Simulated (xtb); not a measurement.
**GFN2-xTB run of C6H16BN (SMILES BN(C(C)C)C(C)C)**

Aim: a geometry optimisation of C6H16BN. 

The calculation is run with xtb 6.7.1.

7 further runs of the same task are left out: 7 set aside as unsound or not needed.

## (1) The molecule

The species is C6H16BN (24 atoms), meant as a singlet with charge 0. As SMILES, `BN(C(C)C)C(C)C`. The coordinates come from a PBE0-D4/def2-TZVP relaxation. This is one conformer, not always the lowest. The run starts from this shape.

Some bond lengths: B1–N2 1.385 Å, N2–C3 1.464 Å, C3–C4 1.523 Å, C3–C5 1.522 Å, N2–C6 1.471 Å, C6–C7 1.521 Å, C6–C8 1.521 Å, B1–H9 1.198 Å, B1–H10 1.198 Å, C3–H11 1.093 Å, C4–H12 1.093 Å, C4–H13 1.092 Å, C4–H14 1.092 Å, C5–H15 1.093 Å, C5–H16 1.092 Å, C5–H17 1.092 Å. Some angles: B1–N2–C3 121.4°, B1–N2–C6 122.3°, C3–N2–C6 116.2°, N2–C3–C4 112.1°, N2–C3–C5 112.2°, C4–C3–C5 111.7°, N2–C6–C7 111.5°, N2–C6–C8 111.5°, C7–C6–C8 111.6°, N2–B1–H9 119.0°.

## (2) A structure relaxation at GFN2-xTB

Input file struc.xyz:

```xyz
24

B      0.48180000    -1.93460000     0.53870000
N      0.07010000    -0.69490000     0.07980000
C     -0.90430000    -0.56750000    -1.00560000
C     -0.31080000     0.11020000    -2.23300000
C     -2.18600000     0.11580000    -0.54920000
C      0.57850000     0.56300000     0.64780000
C      0.19810000     0.70630000     2.11320000
C      2.07870000     0.70200000     0.44160000
H      0.02750000    -2.92120000     0.03230000
H      1.27980000    -2.01120000     1.42840000
H     -1.15480000    -1.59480000    -1.28130000
H     -0.03890000     1.15040000    -2.03480000
H     -1.03790000     0.11350000    -3.04830000
H      0.58240000    -0.41830000    -2.57160000
H     -2.01490000     1.15670000    -0.26190000
H     -2.91900000     0.11780000    -1.35920000
H     -2.61980000    -0.40790000     0.30480000
H      0.09480000     1.37720000     0.10100000
H      0.53000000     1.67200000     2.50280000
H      0.66540000    -0.08100000     2.70830000
H     -0.88340000     0.63520000     2.24440000
H      2.33580000     0.62550000    -0.61670000
H      2.61360000    -0.08360000     0.97930000
H      2.42840000     1.66870000     0.81260000
```

The run is started by

```
xtb struc.xyz --gfn 2 --chrg 0 --opt vtight > out.txt 2> xtb.err
```

**Question.** What will come out? Wanted: total energy at the end; dipole moment; HOMO energy; LUMO energy; HOMO–LUMO gap; dispersion energy; mean polarisability.

Answer, from the run:

At GFN2-xTB:

| quantity | value |
| --- | --- |
| total energy at the end | -25.20936 Eh |
| dipole moment | 2.10 D |
| HOMO energy | -10.16 eV |
| LUMO energy | -4.62 eV |
| HOMO–LUMO gap | 5.54 eV |
| dispersion energy | -45.96 kJ/mol |
| mean polarisability (D4 model) | 96.7 bohr³ |

At the final geometry: Some bond lengths: B1–N2 1.382 Å, N2–C3 1.458 Å, C3–C4 1.532 Å, C3–C5 1.532 Å, N2–C6 1.463 Å, C6–C7 1.530 Å, C6–C8 1.530 Å, B1–H9 1.173 Å, B1–H10 1.171 Å, C3–H11 1.094 Å, C4–H12 1.087 Å, C4–H13 1.087 Å, C4–H14 1.088 Å, C5–H15 1.087 Å, C5–H16 1.087 Å, C5–H17 1.088 Å. Some angles: B1–N2–C3 121.6°, B1–N2–C6 122.7°, C3–N2–C6 115.7°, N2–C3–C4 112.2°, N2–C3–C5 112.2°, C4–C3–C5 111.2°, N2–C6–C7 111.2°, N2–C6–C8 111.2°, C7–C6–C8 110.7°, N2–B1–H9 119.2°. The optimisation took 14 steps and changed the energy by -0.033 eV.
